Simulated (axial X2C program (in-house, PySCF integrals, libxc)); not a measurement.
**RhS: bond curves with and without spin–orbit coupling**

What are the state, bond length, wavenumber and bond energy of RhS, and what does spin–orbit coupling change?

Program: an in-house X2C program for linear molecules on PySCF integrals. Level of theory: all-electron X2C, Rh dyall-cv3z, S dyall-av3z. These are calculated values, not measurements.

### 1 The job

task.json reads:

```json
{"zs": [45, 16], "q": 0, "bas": ["dyall-cv3z", "dyall-av3z"], "levels": ["PBE0", "HF", "B3LYP"], "cc": true, "r0": 2.04, "thr": -2.0, "nmax": 90, "npts": 10, "nst": 2, "ntry": 6}
```

Keys: zs atomic numbers; q charge; bas basis sets; levels methods (HF also brings MP2); cc coupled cluster on or off; r0 starting distance in Å; thr threshold in hartree for freezing inner shells (an s shell follows its p shell); nmax most natural virtual spinors; npts points asked for on the curve; nst determinants followed; ntry starts of the search.

Started as:

```console
python so2c.py task.json out
```

Spin-free means the one-electron spin-free X2C Hamiltonian; two-component (2c) means X2C with spin–orbit coupling and atomic mean-field two-electron Coulomb and Gaunt terms. Basis: Rh dyall-cv3z contracted to [12s12p8d5f3g], S dyall-av3z contracted to [9s8p3d2f]; Gaussian nuclei, density fitting. Masses: Rh 102.906 u, S 31.972 u.

Notation: σ, π±, δ± give the projection m of an orbital's angular momentum (0, ±1, ±2), α and β its spin, Λ and M_S the sums; ω is the projection of a spinor's total angular momentum and Ω the sum. Logs are in hartree.

The results follow Hamiltonian by Hamiltonian and level by level.

### 2 Which state to follow

Determinants are compared with PBE0 at 2.040 Å.

Spin-free determinants:

```tsv
ΔE (eV)	state	open shells
0.00	M_S = 3/2, Λ = 0	beyond closed shells: σα, π+α, π-α
0.22	M_S = 1/2, Λ = 0	beyond closed shells: σβ, π+α, π-α
0.42	M_S = 3/2, Λ = 2	beyond closed shells: π+α, π-α, δ+α, δ+β, δ-α
0.77	M_S = 1/2, Λ = 2	beyond closed shells: σα, π+α, π+β
0.79	M_S = 3/2, Λ = 3	beyond closed shells: σα, π+α, π+β, π-α, δ+α, δ+β, δ-α
0.82	M_S = 1/2, Λ = 1	beyond closed shells: π+α
0.83	M_S = 1/2, Λ = 2	beyond closed shells: π+α, π-α, δ+α, δ+β, δ-β
```

Two-component determinants:

```tsv
ΔE (eV)	state	open shells
0.00	Ω = 3/2	excess of +ω over −ω: ω = 3/2
0.23	Ω = 1/2	excess of +ω over −ω: 2 × ω = -1/2, ω = 3/2
0.29	Ω = 7/2	excess of +ω over −ω: ω = -1/2, ω = 3/2, ω = 5/2
0.54	Ω = 1/2	excess of +ω over −ω: ω = 1/2
0.61	Ω = 9/2	excess of +ω over −ω: ω = 1/2, ω = 3/2, ω = 5/2
0.69	Ω = 3/2	excess of +ω over −ω: ω = 1/2, ω = -3/2, ω = 5/2
0.76	Ω = 5/2	excess of +ω over −ω: ω = 5/2
```

### 3 PBE0, spin-free

State followed: M_S = 3/2, Λ = 0 (beyond closed shells: σα, π+α, π-α). The scan is laid around 2.059 Å, a first estimate of the minimum, and this SCF restarts from the orbitals of the search.

Output at 2.059 Å:

```text
spin-free X2C-1e  PBE0
basis functions 212  fitting functions 988  grid points 5077
iter        total energy     max residual
   1      -5179.789846228     8.69e+00
   2      -5182.532108438     2.94e-02
   3      -5182.517556123     4.05e-02
   4      -5182.551175234     5.28e-03
   5      -5182.550405856     8.09e-03
   6      -5182.551622367     5.40e-04
   7      -5182.551628171     3.76e-04
   8      -5182.551631267     2.69e-05
   9      -5182.551631319     2.00e-05
  10      -5182.551631343     5.75e-06
  11      -5182.551631346     3.48e-06
  12      -5182.551631347     5.95e-07
converged
one-electron -7517.14832313  Coulomb 2314.92459241  exact exchange -40.65645766  xc functional -124.71641230  nuclear repulsion 185.04496934
```

Along the bond, energies from the lowest point:

```csv
R (Å),E (eV),μ (D),HOMO (eV),LUMO (eV),iterations
1.935,0.1850,-3.10,-6.44,-3.30,14
1.997,0.0357,-3.32,-6.51,-3.30,14
2.059,0.0000,-3.53,-6.49,-3.30,12
2.131,0.0648,-3.75,-6.48,-3.30,14
2.203,0.2114,-3.93,-6.46,-3.29,15
2.296,0.4787,-4.11,-6.44,-3.30,15
```

Dipoles are positive if S is the positive end.

Outer orbitals at the reference distance:

```
symmetry  occupied  ε (eV)             atomic character
      σα       yes  -19.31   70% S s, 12% Rh d, 9% Rh p
      σβ       yes  -18.03  68% S s, 13% Rh d, 10% Rh p
      σα       yes  -10.31    52% Rh d, 40% S p, 5% S s
     π-α       yes   -9.75            66% Rh d, 31% S p
     π+α       yes   -9.75            66% Rh d, 31% S p
      σβ       yes   -8.98    56% S p, 32% Rh d, 6% S s
     π+β       yes   -7.80            52% Rh d, 42% S p
     π-β       yes   -7.80            52% Rh d, 42% S p
     δ+α       yes   -7.48                     99% Rh d
     δ-α       yes   -7.48                     99% Rh d
     π+α       yes   -6.67   53% S p, 33% Rh d, 7% Rh p
     π-α       yes   -6.67   53% S p, 33% Rh d, 7% Rh p
      σα       yes   -6.58  39% S p, 31% Rh d, 25% Rh s
     δ+β       yes   -6.49                     99% Rh d
     δ-β       yes   -6.49                     99% Rh d
      σβ        no   -3.30  41% Rh d, 31% Rh s, 23% S p
     π+β        no   -2.96  45% Rh d, 39% S p, 10% Rh p
     π-β        no   -2.96  45% Rh d, 39% S p, 10% Rh p
      σα        no   -2.42  38% Rh p, 38% Rh s, 11% S p
```

PBE0 fields in the half plane through the axis: z from -2.4 to 4.2 Å across, distance from the axis 0.15 to 2.25 Å upwards; Rh lies at z = 0 and S at z = 2.059 Å; the ELF is damped to zero where the density is low.

log10 density (e/bohr³). Ten even steps from '0' (-4.70 ) to '9' (1.74 ):
```
00011222222222222221100
00112233333333333222110
01122333333333333332211
01223344444444444433221
11233455555445555443322
11234556665555555554332
12234567776556666554332
12234578987666797654432
```

ELF. Ten even steps from '0' (0.00 ) to '9' (0.89 ):
```
00000000000000111000000
00000011111112233221000
00000111111124566542100
00000122221246788764200
00000123332258999986410
00000246763368889998520
00000368685377112998631
00000382727372883699631
```

Re = 2.051 Å, ωe = 508 cm⁻¹, ωexe = 1.64 cm⁻¹, Be = 0.1643 cm⁻¹, De = 3.73 eV, μ = -3.50 D.

### 4 HF, spin-free

The SCF at the reference distance of 2.059 Å:

```text
spin-free X2C-1e  HF
basis functions 212  fitting functions 988  grid points 5077
iter        total energy     max residual
   1      -5179.804592041     3.01e-01
   2      -5179.836107892     1.18e-02
   3      -5179.838596931     1.19e-02
   4      -5179.840979133     4.18e-03
   5      -5179.842197062     2.45e-03
   6      -5179.842703775     1.45e-03
   7      -5179.842874948     9.61e-04
   8      -5179.842950757     5.28e-04
   9      -5179.842979501     4.15e-04
  10      -5179.843010072     3.37e-04
  11      -5179.843040648     2.09e-04
  12      -5179.843067256     8.66e-05
  13      -5179.843071800     6.04e-05
  14      -5179.843072609     3.53e-05
  15      -5179.843072798     1.46e-05
  16      -5179.843072824     2.46e-06
  17      -5179.843072824     5.90e-07
converged
one-electron -7516.23829399  Coulomb 2314.12054945  exact exchange -162.77029762  xc functional 0.00000000  nuclear repulsion 185.04496934
```

Re = 2.104 Å, ωe = 458 cm⁻¹, Be = 0.156 cm⁻¹, De = 0.028 eV, μ = -5.51 D.

### 5 B3LYP, spin-free

Output at 2.059 Å:

```text
spin-free X2C-1e  B3LYP
basis functions 212  fitting functions 988  grid points 5077
iter        total energy     max residual
   1      -5183.102161525     4.38e-02
   2      -5183.103910712     3.23e-03
   3      -5183.101796939     1.17e-02
   4      -5183.104027706     2.64e-03
   5      -5183.104132765     1.13e-03
   6      -5183.104159861     1.06e-04
   7      -5183.104160164     1.05e-04
   8      -5183.104160501     3.91e-05
   9      -5183.104160569     8.15e-06
  10      -5183.104160573     2.05e-06
  11      -5183.104160573     7.35e-07
converged
one-electron -7516.94413448  Coulomb 2314.70437235  exact exchange -32.51909529  xc functional -133.39027249  nuclear repulsion 185.04496934
```

Re = 2.074 Å, ωe = 487 cm⁻¹, ωexe = 1.62 cm⁻¹, Be = 0.1607 cm⁻¹, De = 3.69 eV, μ = -3.31 D.

### 6 MP2, spin-free

Correlated methods: 15 electrons correlated (frozen shells, counted by type: Rh 4 s, 3 p, 1 d; S 2 s, 1 p), 279 virtual spinors in MP2.

Output of the correlated part at 2.059 Å:

```text
correlated 15  virtual 279  natural virtual 89  E(MP2) -0.517389261  MP2 remainder -0.050440498
iter   CCSD correlation   residual
   1     -0.430251332   2.39e-01
   2     -0.450505057   1.20e-01
   3     -0.456775341   4.53e-02
   4     -0.458325530   2.30e-02
   5     -0.459158571   1.31e-02
   6     -0.459342329   5.56e-03
   7     -0.459412440   2.60e-03
   8     -0.459452323   1.19e-03
   9     -0.459449458   6.32e-04
  10     -0.459464937   2.81e-04
  11     -0.459456615   1.09e-04
  12     -0.459459335   4.71e-05
  13     -0.459458964   1.99e-05
  14     -0.459458877   8.92e-06
  15     -0.459458880   4.08e-06
(T) -0.025260826  T1 0.0641  D1 0.1867  max T2 0.113
```

T1 in the output is the amplitude norm over the root of the electron number; divide by √2 for the Lee–Taylor value.

Coupled cluster ran at too few distances for a curve.

MP2: Re = 1.993 Å, ωe = 527 cm⁻¹, Be = 0.174 cm⁻¹, De = 3.76 eV.

### 7 A higher determinant, spin-free

State: M_S = 1/2, Λ = 0 (beyond closed shells: σβ, π+α, π-α).

Output at the reference distance:

```text
spin-free X2C-1e  PBE0
basis functions 212  fitting functions 988  grid points 5077
iter        total energy     max residual
   1      -5179.781638943     8.60e+00
   2      -5182.524127682     2.92e-02
   3      -5182.510966847     4.04e-02
   4      -5182.543281844     1.67e-03
   5      -5182.543284428     2.21e-03
   6      -5182.543323348     1.67e-03
   7      -5182.543370511     4.20e-04
   8      -5182.543374174     3.80e-05
   9      -5182.543374256     2.47e-05
  10      -5182.543374289     8.62e-06
  11      -5182.543374296     6.00e-06
  12      -5182.543374298     1.10e-06
  13      -5182.543374298     2.52e-07
converged
one-electron -7517.17158522  Coulomb 2314.94868751  exact exchange -40.65452713  xc functional -124.71091880  nuclear repulsion 185.04496934
```

```
R (Å)  E above the lowest PBE0 point (eV)
1.935                               0.402
1.997                               0.255
2.059                               0.225
2.131                               0.297
2.203                               0.452
2.296                               0.730
```

Re = 2.047 Å, ωe = 518 cm⁻¹, ωexe = 1.75 cm⁻¹, Be = 0.1649 cm⁻¹, μ = -3.42 D. ⟨S²⟩ = 1.77 against 0.75 for a pure state, so this determinant mixes spins. Te = 0.22 eV.

### 8 The spin-free curves together

Energy (eV) of the followed determinant, spin-free, from each level's lowest point:

| R (Å) | PBE0 | HF | MP2 | B3LYP |
| --- | --- | --- | --- | --- |
| 1.935 | 0.185 | 0.347 | 0.046 | 0.253 |
| 1.997 | 0.036 | 0.123 | 0.000 | 0.069 |
| 2.059 | 0.000 | 0.015 | 0.048 | 0.000 |
| 2.131 | 0.065 | 0.000 | 0.187 | 0.029 |
| 2.203 | 0.211 | 0.071 | 0.389 | 0.143 |
| 2.296 | 0.479 | 0.238 | 0.721 | 0.372 |

### 9 PBE0, 2c

State followed: Ω = 3/2 (excess of +ω over −ω: ω = 3/2). The scan is laid around 2.059 Å, a first estimate of the minimum, and this SCF restarts from the orbitals of the search.

The SCF at the reference distance of 2.059 Å:

```text
two-component X2C + atomic mean field  PBE0
basis functions 212  fitting functions 988  grid points 5077
iter        total energy     max residual
   1      -5177.641996305     8.67e+00
   2      -5180.511616577     2.96e-02
   3      -5180.496746752     4.08e-02
   4      -5180.530837745     5.49e-03
   5      -5180.530088996     8.13e-03
   6      -5180.531316699     5.23e-04
   7      -5180.531322134     3.77e-04
   8      -5180.531325239     2.99e-05
   9      -5180.531325301     1.98e-05
  10      -5180.531325332     5.66e-06
  11      -5180.531325338     3.36e-06
  12      -5180.531325340     1.13e-06
converged
one-electron -7511.61587555  Coulomb 2313.81008548  exact exchange -40.63471785  xc functional -124.65171400  nuclear repulsion 185.04496934  atomic mean-field constant -2.48407275
```

Along the bond, energies from the lowest point:

```csv
R (Å),E (eV),μ (D),HOMO (eV),LUMO (eV),iterations
1.935,0.1872,-3.10,-6.39,-3.30,15
1.997,0.0368,-3.33,-6.37,-3.30,15
2.059,0.0000,-3.54,-6.36,-3.30,12
2.131,0.0636,-3.76,-6.34,-3.30,15
2.203,0.2089,-3.94,-6.33,-3.29,15
2.296,0.4743,-4.12,-6.31,-3.37,18
```

Dipoles are positive if S is the positive end.

Outer spinors at the reference distance:

| ω | occupied | ε (eV) | atomic character | λ mixture |
| --- | --- | --- | --- | --- |
| 1/2 | yes | -19.30 | 70% S s, 12% Rh d, 9% Rh p | 100% σ |
| -1/2 | yes | -18.03 | 68% S s, 13% Rh d, 10% Rh p | 100% σ |
| 1/2 | yes | -10.32 | 52% Rh d, 40% S p, 5% S s | 100% σ |
| -1/2 | yes | -9.83 | 67% Rh d, 30% S p | 98% π, 2% σ |
| 3/2 | yes | -9.70 | 65% Rh d, 31% S p | 100% π |
| -1/2 | yes | -8.97 | 56% S p, 32% Rh d, 6% S s | 97% σ, 3% π |
| -3/2 | yes | -7.88 | 69% Rh d, 27% S p | 68% π, 32% δ |
| 1/2 | yes | -7.87 | 53% Rh d, 41% S p | 99% π, 1% σ |
| -3/2 | yes | -7.53 | 81% Rh d, 16% S p | 68% δ, 32% π |
| 5/2 | yes | -7.33 | 99% Rh d | 100% δ |
| 3/2 | yes | -6.74 | 72% Rh d, 22% S p, 3% Rh p | 61% δ, 39% π |
| -1/2 | yes | -6.72 | 54% S p, 32% Rh d, 7% Rh p | 99% π, 1% σ |
| 1/2 | yes | -6.57 | 40% S p, 31% Rh d, 25% Rh s | 99% σ, 1% π |
| 3/2 | yes | -6.53 | 60% Rh d, 31% S p, 4% Rh p | 62% π, 38% δ |
| -5/2 | yes | -6.36 | 98% Rh d | 100% δ |
| -1/2 | no | -3.30 | 42% Rh d, 31% Rh s, 23% S p | 99% σ, 1% π |
| 1/2 | no | -3.03 | 43% Rh d, 40% S p, 10% Rh p | 99% π, 1% σ |
| -3/2 | no | -2.91 | 45% Rh d, 38% S p, 9% Rh p | 100% π |
| 1/2 | no | -2.41 | 38% Rh p, 37% Rh s, 11% S p | 99% σ, 1% π |

PBE0 fields in the half plane through the axis: z from -2.4 to 4.2 Å across, distance from the axis 0.15 to 2.25 Å upwards; Rh lies at z = 0 and S at z = 2.059 Å; the ELF is damped to zero where the density is low.

log10 density (e/bohr³). Ten even steps from '0' (-4.70 ) to '9' (1.74 ):
```
00011222222222222221100
00112233333333333222110
01122333333333333332211
01223344444444444433221
11233455555445555443322
11234556665555555554332
12234567776556666554332
12234578987666797654432
```

ELF. Ten even steps from '0' (0.00 ) to '9' (0.89 ):
```
00000000000000111000000
00000011111112233221000
00000111111124566542100
00000122221246788764200
00000123332258999986410
00000246763368889998520
00000368685377112998631
00000382727372883699631
```

Re = 2.052 Å, ωe = 507 cm⁻¹, ωexe = 1.65 cm⁻¹, Be = 0.1642 cm⁻¹, De = 3.60 eV, μ = -3.52 D.

### 10 HF, 2c

Output at 2.059 Å:

```text
two-component X2C + atomic mean field  HF
basis functions 212  fitting functions 988  grid points 5077
iter        total energy     max residual
   1      -5177.783764879     3.02e-01
   2      -5177.815351912     1.17e-02
   3      -5177.817858093     1.24e-02
   4      -5177.820245968     4.15e-03
   5      -5177.821475251     2.43e-03
   6      -5177.822008711     1.46e-03
   7      -5177.822220803     1.24e-03
   8      -5177.822364018     1.51e-03
   9      -5177.822447874     1.60e-03
  10      -5177.822403932     1.55e-03
  11      -5177.822192174     1.14e-03
  12      -5177.822080063     8.36e-04
  13      -5177.822102267     5.62e-04
  14      -5177.822164424     3.44e-04
  15      -5177.822215126     1.26e-04
  16      -5177.822227927     1.07e-04
  17      -5177.822231103     7.23e-05
  18      -5177.822232323     5.19e-05
  19      -5177.822232493     4.08e-05
  20      -5177.822232565     3.27e-05
  21      -5177.822232635     2.40e-05
  22      -5177.822232692     1.46e-05
  23      -5177.822232724     1.05e-05
  24      -5177.822232742     1.03e-05
  25      -5177.822232757     8.38e-06
  26      -5177.822232769     7.62e-06
  27      -5177.822232773     8.28e-06
  28      -5177.822232774     8.23e-06
  29      -5177.822232773     8.09e-06
  30      -5177.822232772     7.55e-06
  31      -5177.822232771     6.78e-06
  32      -5177.822232770     6.63e-06
  33      -5177.822232769     2.99e-06
converged
one-electron -7510.69997477  Coulomb 2312.99979904  exact exchange -162.68295363  xc functional 0.00000000  nuclear repulsion 185.04496934  atomic mean-field constant -2.48407275
```

Re = 2.106 Å, ωe = 459 cm⁻¹, Be = 0.1559 cm⁻¹, De = -0.099 eV, μ = -5.51 D.

### 11 B3LYP, 2c

Output at 2.059 Å:

```text
two-component X2C + atomic mean field  B3LYP
basis functions 212  fitting functions 988  grid points 5077
iter        total energy     max residual
   1      -5181.081905443     4.38e-02
   2      -5181.083656725     3.24e-03
   3      -5181.081506608     1.18e-02
   4      -5181.083777664     2.65e-03
   5      -5181.083883096     1.13e-03
   6      -5181.083910383     1.09e-04
   7      -5181.083910993     1.05e-04
   8      -5181.083911457     4.09e-05
   9      -5181.083911622     1.25e-05
  10      -5181.083911642     5.89e-06
  11      -5181.083911646     2.76e-06
  12      -5181.083911647     9.86e-07
converged
one-electron -7511.40923509  Coulomb 2313.58719373  exact exchange -32.50165121  xc functional -133.32111565  nuclear repulsion 185.04496934  atomic mean-field constant -2.48407275
```

Re = 2.075 Å, ωe = 486 cm⁻¹, ωexe = 1.63 cm⁻¹, Be = 0.1605 cm⁻¹, De = 3.55 eV, μ = -3.32 D.

### 12 Correlated methods, 2c

Correlated methods: 15 electrons correlated (frozen shells, counted by type: Rh 4 s, 3 p, 1 d; S 2 s, 1 p), 279 virtual spinors in MP2.

MP2: No constants are quoted: the points don't follow one smooth fit.

### 13 A higher determinant, 2c

State: Ω = 1/2 (excess of +ω over −ω: 2 × ω = -1/2, ω = 3/2).

Output at the reference distance:

```text
two-component X2C + atomic mean field  PBE0
basis functions 212  fitting functions 988  grid points 5077
iter        total energy     max residual
   1      -5177.633740273     8.59e+00
   2      -5180.503370383     2.93e-02
   3      -5180.489966943     4.08e-02
   4      -5180.522707232     1.39e-03
   5      -5180.522786218     6.01e-04
   6      -5180.522789691     4.70e-04
   7      -5180.522787696     5.55e-04
   8      -5180.522793578     5.87e-05
   9      -5180.522793695     2.34e-05
  10      -5180.522793740     7.47e-06
  11      -5180.522793750     5.24e-06
  12      -5180.522793754     1.37e-06
  13      -5180.522793755     4.03e-07
converged
one-electron -7511.63769207  Coulomb 2313.83355944  exact exchange -40.63300708  xc functional -124.64655063  nuclear repulsion 185.04496934  atomic mean-field constant -2.48407275
```

```
R (Å)  E above the lowest PBE0 point (eV)
1.935                               0.413
1.997                               0.265
2.059                               0.232
2.131                               0.302
2.203                               0.453
2.296                               0.723
```

Re = 2.048 Å, ωe = 515 cm⁻¹, ωexe = 1.88 cm⁻¹, Be = 0.1647 cm⁻¹, μ = -3.42 D. Te = 0.23 eV.

### 14 The 2c curves together

Energy (eV) of the followed determinant, 2c, from each level's lowest point:

```csv
R (Å),PBE0,HF,MP2,B3LYP
1.935,0.187,0.346,0.106,0.255
1.997,0.037,0.126,0.000,0.070
2.059,0.000,0.016,0.040,0.000
2.131,0.064,0.000,0.176,0.028
2.203,0.209,0.069,0.376,0.141
2.296,0.474,0.234,0.707,0.368
```

Time for the job: 3.6 min (1 thread, shared host).

### 15 Results

Lowest determinant that the search found at its distance, spin-free: M_S = 3/2, Λ = 0 (beyond closed shells: σα, π+α, π-α).

Lowest determinant that the search found at its distance, 2c: Ω = 3/2 (excess of +ω over −ω: ω = 3/2).

```tsv
Hamiltonian	level	Re (Å)	ωe (cm⁻¹)	De (eV)	μ (D)
spin-free	PBE0	2.051	508	3.73	-3.50
spin-free	HF	2.104	458	0.028	-5.51
spin-free	MP2	1.993	527	3.76	n/a
spin-free	B3LYP	2.074	487	3.69	-3.31
2c	PBE0	2.052	507	3.60	-3.52
2c	HF	2.106	459	-0.099	-5.51
2c	B3LYP	2.075	486	3.55	-3.32
```

Dipoles are positive if S is the positive end. No constants: 2c MP2 (the points don't follow one smooth fit).

Time per point (s) on 1 thread, shared host (2c runs); the times are rough: PBE0 1.9, HF 2.4, B3LYP 2.1.

What this shows: At PBE0, going from spin-free to two-component changes Re by +1 mÅ, ωe by -0.2 %, which is small (part of it comes from the scalar share of the two-electron terms). De moves by -0.13 eV; both De rest on single-determinant atoms, which can miss part of an open shell's spin–orbit lowering. De is negative at HF: there the minimum lies above the ground-state fragments.

De refers to Rh + S, each in the lowest determinant found, which need not be this curve's own limit. The state is a single determinant with fixed occupations, the lowest that a limited PBE0 search found. Dissociation energies refer to the lowest single-determinant-based atoms at the same level and basis. Density functionals use the spin component along the axis (collinear). With several unpaired electrons one determinant need not be a pure state.
